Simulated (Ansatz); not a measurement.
# CH2BClS2: how energies converge with the basis set

Aim: see how fast density functionals converge with the basis set for CH2BClS2.

The runs use Ansatz 0.2.0, Gaussian basis; one geometry, several basis sets.

Plan: PBE0-D4/def2-SVP; ωB97M-V/def2-SVP; PBE0-D4/def2-QZVPP; ωB97M-V/def2-QZVPP; the functionals' def2-TZVPP values are taken from earlier runs.

## Step 1: Structure used throughout

An earlier PBE0-D4 in a triple-zeta def2 set relaxation fixed the geometry.

SMILES `S=CB(S)Cl`, 7 atoms, charge 0, spin multiplicity 1.

Atoms are counted from 1 here; the program's logs count them from 0.

Bond lengths: S1–C2 1.610 Å, C2–B3 1.567 Å, C2–H6 1.095 Å, B3–S4 1.785 Å, B3–Cl5 1.743 Å, S4–H7 1.345 Å. Angles: S1–C2–B3 124.9°, S1–C2–H6 118.2°, B3–C2–H6 117.0°, C2–B3–S4 120.9°, C2–B3–Cl5 121.7°, S4–B3–Cl5 117.4°, B3–S4–H7 96.5°.

## Step 2: PBE0-D4 in def2-SVP

The input, in.yaml:

```yaml
crystal:
  periodic: [false, false, false]
  atoms:
    - {symbol: S, position_ang: [-1.796899, 1.557696, 0.563885]}
    - {symbol: C, position_ang: [-0.661626, 0.415866, 0.564880]}
    - {symbol: B, position_ang: [0.245686, 0.052966, -0.660724]}
    - {symbol: S, position_ang: [1.460076, -1.251038, -0.548770]}
    - {symbol: Cl, position_ang: [0.112241, 0.897533, -2.179131]}
    - {symbol: H, position_ang: [-0.505536, -0.156401, 1.484772]}
    - {symbol: H, position_ang: [1.207257, -1.584523, 0.729388]}
basis:
  gaussian: {orbitals: def2-SVP}
hamiltonian: {xc: pbe0, dispersion: d4}
output: {orbitals: {seedname: orbitals}}
```

Run with:

```
> ansatz run in.yaml --threads 2 --pin off --events-out ev --progress --plain --max-ram 4352MiB
```

After this run come: ωB97M-V in def2-SVP; PBE0-D4 in def2-QZVPP; ωB97M-V in def2-QZVPP.

Q: Predict the results of all the runs planned. Wanted: PBE0-D4: double and triple zeta above quadruple; ωB97M-V: double and triple zeta above quadruple.

As calculated:

| quantity | value |
| --- | --- |
| PBE0-D4: double and triple zeta above quadruple | 14.70, 1.11 eV |
| ωB97M-V: double and triple zeta above quadruple | 14.60, 1.05 eV |

For PBE0-D4 the step from double to triple zeta gains 13.59 eV and the next only 1.11 eV. These are total energies; as a rule much of such shifts cancels in differences, which this series doesn't test.
